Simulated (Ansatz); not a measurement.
# CH7SSbSi: the cost of one run

Program: Ansatz 0.2.0. Level of theory: RKS PBE0-D4/def2-SVP. These are calculated values, not measurements.

## 1. The system as given

Bond lengths: C1–Si2 1.825 Å, Si2–S3 2.119 Å, S3–Sb4 2.422 Å, C1–H5 1.069 Å, C1–H6 1.137 Å, C1–H7 1.141 Å, Si2–H8 1.454 Å, Si2–H9 1.487 Å, Sb4–H10 1.700 Å, Sb4–H11 1.809 Å. Angles (14 of 16 angles, heavy atoms first): C1–Si2–S3 108.0°, Si2–S3–Sb4 94.7°, C1–Si2–H8 110.4°, C1–Si2–H9 107.9°, S3–Si2–H8 107.8°, S3–Si2–H9 109.7°, Si2–C1–H5 113.5°, Si2–C1–H6 112.1°, Si2–C1–H7 109.8°, S3–Sb4–H10 94.5°, S3–Sb4–H11 91.6°, H8–Si2–H9 112.8°, H5–C1–H6 109.6°, H5–C1–H7 107.3°.

Coordinates:

```xyz
11

C    -0.6805    1.9736    0.3924
Si   -0.5521    0.2275   -0.1223
S     1.5021   -0.2440   -0.3375
Sb    1.1131   -2.5540   -0.9518
H    -0.2129    2.1766    1.3320
H    -0.2741    2.6836   -0.3966
H    -1.7784    2.2678    0.4895
H    -1.1920    0.0306   -1.4126
H    -1.1482   -0.6111    0.9506
H     2.7122   -3.0441   -0.6498
H     0.5760   -2.9636    0.7267
```

## 2. End point A

The input, input.yaml:

```yaml
crystal:
  periodic: [false, false, false]
  atoms:
    - { symbol: C, position_ang: [-0.6805, 1.9736, 0.3924] }
    - { symbol: Si, position_ang: [-0.5521, 0.2275, -0.1223] }
    - { symbol: S, position_ang: [1.5021, -0.244, -0.3375] }
    - { symbol: Sb, position_ang: [1.1131, -2.554, -0.9518] }
    - { symbol: H, position_ang: [-0.2129, 2.1766, 1.332] }
    - { symbol: H, position_ang: [-0.2741, 2.6836, -0.3966] }
    - { symbol: H, position_ang: [-1.7784, 2.2678, 0.4895] }
    - { symbol: H, position_ang: [-1.192, 0.0306, -1.4126] }
    - { symbol: H, position_ang: [-1.1482, -0.6111, 0.9506] }
    - { symbol: H, position_ang: [2.7122, -3.0441, -0.6498] }
    - { symbol: H, position_ang: [0.576, -2.9636, 0.7267] }
basis:
  gaussian: { orbitals: def2-SVP }
hamiltonian:
  xc: pbe0
  dispersion: d4
relax:
  f_tol: 0.02
  max_steps: 50
```

The run is started by

```bash
$ ansatz run input.yaml --threads 2 --pin off --max-ram 3072MiB --backend cpu --events-out ev --progress --plain --runs-dir out
```

What time and memory should one allow on 2 threads of Arm Neoverse V2, shared host?

About 60 s, with a peak of 0.27 GiB.
